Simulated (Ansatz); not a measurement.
This script drives Ansatz 0.2.0 through its Python package.

`opt.py`
```python
"""Relax the CH4ClFSSn molecule."""

import itertools

import ansatz as az
from ase.data import atomic_numbers, covalent_radii
import numpy as np

GEOMETRY = """
C     0.58460   -1.32770   -0.77440
S     1.20990   -0.63590    0.76870
Sn   -0.46150    1.13960    0.90390
F    -2.13810    0.37810    0.93290
Cl   -0.21000    2.56280   -0.95700
H     1.13310   -2.14630   -1.10440
H    -0.49130   -1.59450   -0.63520
H     0.62910   -0.48920   -1.58380
H    -0.16730    2.06670    2.43220
"""

geometry = az.Crystal.molecule()
for line in GEOMETRY.strip().splitlines():
    symbol, *xyz = line.split()
    geometry = geometry.atom(symbol, [float(v) for v in xyz])

calc = geometry.calculation()
calc = calc.basis(gaussian="def2-SVP")
calc = calc.functional("PBE0", dispersion="d4")
symbols = [site.symbol for site in geometry.cartesian_sites]
start = np.array([site.position_ang for site in geometry.cartesian_sites], dtype=float)
def progress(event):
    if event["event"] == "relax_step":
        row = event["data"]
        print(f"step {row['step']:3d}  E = {row['lagrangian_ev']:.6f} eV  largest force component {row['allowed_force_max_ev_ang']:.4f} eV/A")


report = calc.relax(force_tolerance=0.005).session().plan().execute(on_event=progress).report
end = np.array(report["positions_ang"])

print("reference energy %16.6f eV" % report["reference_energy_ev"])
print("total energy     %16.6f eV" % report["free_energy_ev"])
print("occupied orbitals outside the frozen core (up, down):", report["n_occupied"], " frozen:", report["n_frozen"], " virtual:", report["n_virtual"])

# pairs closer than 1.2 times the sum of covalent radii, before or after
radius = [covalent_radii[atomic_numbers[s]] for s in symbols]
span = lambda where, i, j: np.linalg.norm(where[i] - where[j])
bonded = [(i, j) for i, j in itertools.combinations(range(len(symbols)), 2) if min(span(start, i, j), span(end, i, j)) < 1.2 * (radius[i] + radius[j])]
print("pair        before    after (A)")
for i, j in bonded:
    print(f"{symbols[i]}{i}-{symbols[j]}{j}".ljust(10), f"{span(start, i, j):8.4f} {span(end, i, j):8.4f}")
for first, second in list(itertools.combinations(bonded, 2)):
    shared = set(first) & set(second)
    if shared and symbols[(j := shared.pop())] != "H":
        i, k = sorted((set(first) | set(second)) - {j})
        u, v = end[i] - end[j], end[k] - end[j]
        angle = np.degrees(np.arccos(np.clip(u @ v / np.linalg.norm(u) / np.linalg.norm(v), -1, 1)))
        print(f"final angle {symbols[i]}{i}-{symbols[j]}{j}-{symbols[k]}{k}: {angle:.2f} deg")
```

It is started by `python opt.py`. Estimate its wall time and peak memory on 1 thread of Arm Neoverse V2, with other jobs on the host.

It took about 110 s, with a peak of 0.35 GiB, for 1 run of the engine.

Output of `python opt.py`:
```text
step   1  E = -32988.730974 eV  largest force component 3.7892 eV/A
step   2  E = -32989.128754 eV  largest force component 1.5821 eV/A
step   3  E = -32989.218786 eV  largest force component 0.3308 eV/A
step   4  E = -32989.224241 eV  largest force component 0.0976 eV/A
step   5  E = -32989.226223 eV  largest force component 0.0661 eV/A
step   6  E = -32989.226477 eV  largest force component 0.0323 eV/A
step   7  E = -32989.226910 eV  largest force component 0.0410 eV/A
step   8  E = -32989.227330 eV  largest force component 0.0792 eV/A
step   9  E = -32989.228035 eV  largest force component 0.1197 eV/A
step  10  E = -32989.228659 eV  largest force component 0.1004 eV/A
step  11  E = -32989.228756 eV  largest force component 0.1037 eV/A
step  12  E = -32989.229455 eV  largest force component 0.0899 eV/A
step  13  E = -32989.230334 eV  largest force component 0.0177 eV/A
step  14  E = -32989.230376 eV  largest force component 0.0116 eV/A
step  15  E = -32989.230396 eV  largest force component 0.0006 eV/A
reference energy    -32989.007912 eV
total energy        -32989.230426 eV
occupied orbitals outside the frozen core (up, down): [37, 37]  frozen: 0  virtual: [73, 73]
pair        before    after (A)
C0-S1        1.8030   1.8268
C0-H5        1.0392   1.0983
C0-H6        1.1172   1.0979
C0-H7        1.1663   1.0983
S1-Sn2       2.4422   2.3804
Sn2-F3       1.8417   1.9368
Sn2-Cl4      2.3562   2.3433
Sn2-H8       1.8116   1.7013
final angle S1-C0-H5: 105.81 deg
final angle S1-C0-H6: 111.15 deg
final angle S1-C0-H7: 111.20 deg
final angle C0-S1-Sn2: 99.10 deg
final angle H5-C0-H6: 109.18 deg
final angle H5-C0-H7: 109.10 deg
final angle H6-C0-H7: 110.26 deg
final angle S1-Sn2-F3: 109.15 deg
final angle S1-Sn2-Cl4: 107.74 deg
final angle S1-Sn2-H8: 117.03 deg
final angle F3-Sn2-Cl4: 102.52 deg
final angle F3-Sn2-H8: 107.54 deg
final angle Cl4-Sn2-H8: 111.85 deg
```

Notes:
- Total energies depend on the basis set; only differences at equal settings carry meaning.
- The end point is the stationary point reached from this start; no frequency run checks that it is a minimum, and the basis set is modest.
- def2 sets replace the cores of elements past krypton by effective core potentials.
- Total less reference energy is the dispersion correction.
